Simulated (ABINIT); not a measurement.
Runs of ABINIT 10.8.3 (patched build) on CuO2. The structure is orthorhombic, space group Cmcm (No. 63). Conventional cell: a = 2.825 Å, b = 10.421 Å, c = 4.343 Å, α = 90.00°, β = 90.00°, γ = 90.00°. Cu (site symmetry m2m) is surrounded by 4 O at 1.86 to 1.90 Å. O (site symmetry m2m) is surrounded by 2 Cu at 1.90 Å. Around O (site symmetry m2m) lie 2 Cu at 1.86 Å. The cell comes from a database or a generator and needn't be the stable form of this composition.

```csv
task,level,potentials or basis,cell,k mesh,cutoff (eV),cell freedom (optcell),cutoff smearing ecutsm (Ha),optimiser (ionmov),force stop (Ha/bohr),fine-grid cutoff,mesh quality,gap on the mesh (eV),pressure (GPa),largest force (eV/Å)
relaxation of cell and atoms,LDA,JTH PAW LDA v2.0,relaxed,5 × 5 × 3,707,2,0.5,2,5e-05,1306.15 eV,coarse,none,0.0,-
band structure,PBE,JTH PAW PBE v2.0,as given,10 × 10 × 6,707,-,-,-,-,1306.15 eV,not flagged,none,-1.7,(b)
band structure,LDA,JTH PAW LDA v2.0,as given,10 × 10 × 6,707,-,-,-,-,1306.15 eV,not flagged,none,(a),0.74
band structure,r2SCAN,JTH PAW PBE v2.0,as given,5 × 5 × 3,844,-,-,-,-,1442.2 eV,coarse,none,-8.4,0.59
```

Alike in all rows: no spin polarisation; smearing fermi-dirac 0.05 eV.

Problem. Fill in the values left out.

Solution. (a) -14.8; (b) 0.21.

Caveats: some runs use coarse meshes; the run has no spin polarisation, though such a crystal can be magnetic; semilocal functionals often make such compounds metallic where correlation or magnetic order opens a gap, which also shifts bond lengths; the atomic spheres overlap (some runs); the PAW data sets were made with another functional, which shifts forces and pressure a little (some runs).

A gap of «none» marks a metal or a gap under the smearing width.
